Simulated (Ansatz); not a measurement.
## Molecular dynamics of CoSi2

Input:

```yaml
accuracy: low
crystal:
  lattice:
    - [5.452966, 0.0, 0.0]
    - [0.0, 5.452966, 0.0]
    - [0.0, 0.0, 5.452966]
  atoms:
    - { symbol: Co, position: [0.00182954, -0.01226217, -0.02317525] }
    - { symbol: Si, position: [0.2319682, 0.22751554, 0.23942929] }
    - { symbol: Si, position: [0.7597429, 0.75524017, 0.77310976] }
    - { symbol: Co, position: [0.47189679, 0.53326812, -0.03016087] }
    - { symbol: Si, position: [0.71269482, 0.69248853, 0.30807721] }
    - { symbol: Si, position: [0.25265106, 0.21255065, 0.74573068] }
    - { symbol: Co, position: [0.51239856, 0.04831127, 0.47937705] }
    - { symbol: Si, position: [0.69444039, 0.25244179, 0.78311042] }
    - { symbol: Si, position: [0.25901766, 0.78042628, 0.21577355] }
    - { symbol: Co, position: [0.03302653, 0.47205454, 0.52721189] }
    - { symbol: Si, position: [0.26415038, 0.80118885, 0.73013861] }
    - { symbol: Si, position: [0.7851475, 0.19133423, 0.30272416] }
basis:
  ecutwfc: 420.0
kpoints:
  mp_grid: { grid: [3, 3, 3] }
hamiltonian:
  xc: pbesol
  pseudopotentials: { kind: paw, azcp: { folder: soft_1 } }
scf:
  occupations: { method: fermi_dirac, width: 0.3 }
  lower_state_search: "off"
md:
  timestep: 2
  n_steps: 290
  ensemble: nvt_nose_hoover
  temperature: 2100.0
  initial_velocities: maxwell_boltzmann
  seed: 126529
  nose_hoover: { tau: 200.0, chain_length: 1 }
```

Run as:

```bash
$ ansatz run input.yaml --threads 2 --pin off --max-ram 5120MiB --backend cpu --events-out ev --progress --plain --runs-dir out
```

It goes on from the last frame of an earlier run, with new velocities.

Output, in part (step lines):

```
md step     0: t =     0.00 fs  T =  2100.0 K  F+E_penalty+E_count = -25347.50708847 eV  E_kin = 2.985906 eV  conserved = -25344.52118249 eV  (13 SCF iters)
md step     1: t =     2.00 fs  T =  2176.1 K  F+E_penalty+E_count = -25347.61535186 eV  E_kin = 3.094069 eV  conserved = -25344.52127962 eV  (8 SCF iters)
md step     2: t =     4.00 fs  T =  2289.8 K  F+E_penalty+E_count = -25347.77785093 eV  E_kin = 3.255754 eV  conserved = -25344.52206657 eV  (8 SCF iters)
md step     3: t =     6.00 fs  T =  2432.8 K  F+E_penalty+E_count = -25347.98262054 eV  E_kin = 3.459114 eV  conserved = -25344.52338455 eV  (8 SCF iters)
md step     4: t =     8.00 fs  T =  2591.0 K  F+E_penalty+E_count = -25348.20933165 eV  E_kin = 3.684095 eV  conserved = -25344.52490364 eV  (8 SCF iters)
md step     5: t =    10.00 fs  T =  2747.9 K  F+E_penalty+E_count = -25348.43419210 eV  E_kin = 3.907179 eV  conserved = -25344.52627732 eV  (5 SCF iters)
md step     6: t =    12.00 fs  T =  2888.1 K  F+E_penalty+E_count = -25348.63516730 eV  E_kin = 4.106459 eV  conserved = -25344.52730087 eV  (4 SCF iters)
md step     7: t =    14.00 fs  T =  2999.5 K  F+E_penalty+E_count = -25348.79526836 eV  E_kin = 4.264878 eV  conserved = -25344.52796878 eV  (4 SCF iters)
[... lines left out ...]
md step   289: t =   578.00 fs  T =  1980.7 K  F+E_penalty+E_count = -25348.49184234 eV  E_kin = 2.816216 eV  conserved = -25344.52605626 eV  (4 SCF iters)
md step   290: t =   580.00 fs  T =  1935.1 K  F+E_penalty+E_count = -25348.42890227 eV  E_kin = 2.751399 eV  conserved = -25344.52548283 eV  (8 SCF iters)
```

The steps, from the saved trajectory:

| time (fs) | T (K) | potential energy less start (eV) | conserved less start (meV/atom) |
| --- | --- | --- | --- |
| 0 | 2100 | 0.000 | 0.00 |
| 18 | 3106 | -1.444 | -0.64 |
| 36 | 1682 | 0.568 | 0.31 |
| 54 | 2724 | -0.945 | -0.57 |
| 72 | 2258 | -0.315 | -0.27 |
| 90 | 2045 | -0.045 | -0.27 |
| 108 | 2164 | -0.250 | -0.44 |
| 126 | 1460 | 0.731 | 0.04 |
| 144 | 2582 | -0.893 | -0.51 |
| 162 | 2290 | -0.510 | -0.19 |
| 180 | 2171 | -0.378 | -0.30 |
| 198 | 2009 | -0.185 | -0.23 |
| 216 | 2392 | -0.769 | -0.48 |
| 234 | 2463 | -0.915 | -0.33 |
| 252 | 2092 | -0.441 | -0.24 |
| 270 | 1884 | -0.193 | -0.43 |
| 288 | 1684 | 0.056 | -0.25 |
| 306 | 2522 | -1.172 | -0.50 |
| 324 | 2309 | -0.921 | -0.27 |
| 342 | 2167 | -0.771 | -0.40 |
| 360 | 2141 | -0.790 | -0.53 |
| 378 | 1696 | -0.197 | -0.26 |
| 396 | 1936 | -0.578 | -0.36 |
| 414 | 1955 | -0.641 | -0.35 |
| 432 | 2592 | -1.587 | -0.51 |
| 450 | 2380 | -1.347 | -0.62 |
| 468 | 1341 | 0.096 | -0.14 |
| 486 | 2117 | -1.045 | -0.57 |
| 504 | 1698 | -0.481 | -0.46 |
| 522 | 2017 | -0.958 | -0.52 |
| 540 | 2285 | -1.366 | -0.46 |
| 558 | 1797 | -0.696 | -0.27 |
| 576 | 2038 | -1.065 | -0.51 |

All steps were run. The conserved energy stayed within 0.84 meV per atom of its start (net change -0.36 meV per atom), so the integration is sound. A run of 0.58 ps of so small a system gives no equilibrium averages. Spin polarisation was left off. Limits of this set-up: coarse k mesh, magnetic elements without spin, PAW files made for another functional, low accuracy level.

Mean squared displacements from the first frame to the last, about the centre of mass: Co 0.10 Å², Si 0.10 Å².

Last frame:

```xyz
12
Lattice="5.4530 0.0000 0.0000 0.0000 5.4530 0.0000 0.0000 0.0000 5.4530" Properties=species:S:1:pos:R:3
Co -0.142 0.215 0.015
Si 1.285 1.367 1.421
Si 4.136 4.210 3.872
Co 2.550 2.915 -0.003
Si 4.225 3.967 1.513
Si 1.514 1.279 3.966
Co 2.841 -0.194 2.770
Si 4.045 1.439 4.243
Si 1.613 4.244 1.285
Co 0.068 2.474 2.823
Si 1.295 4.184 3.934
Si 3.987 1.212 1.257
```

Time of the run: 30 min on 2 threads of Arm Neoverse V1 (shared host), peak memory 0.62 GiB.
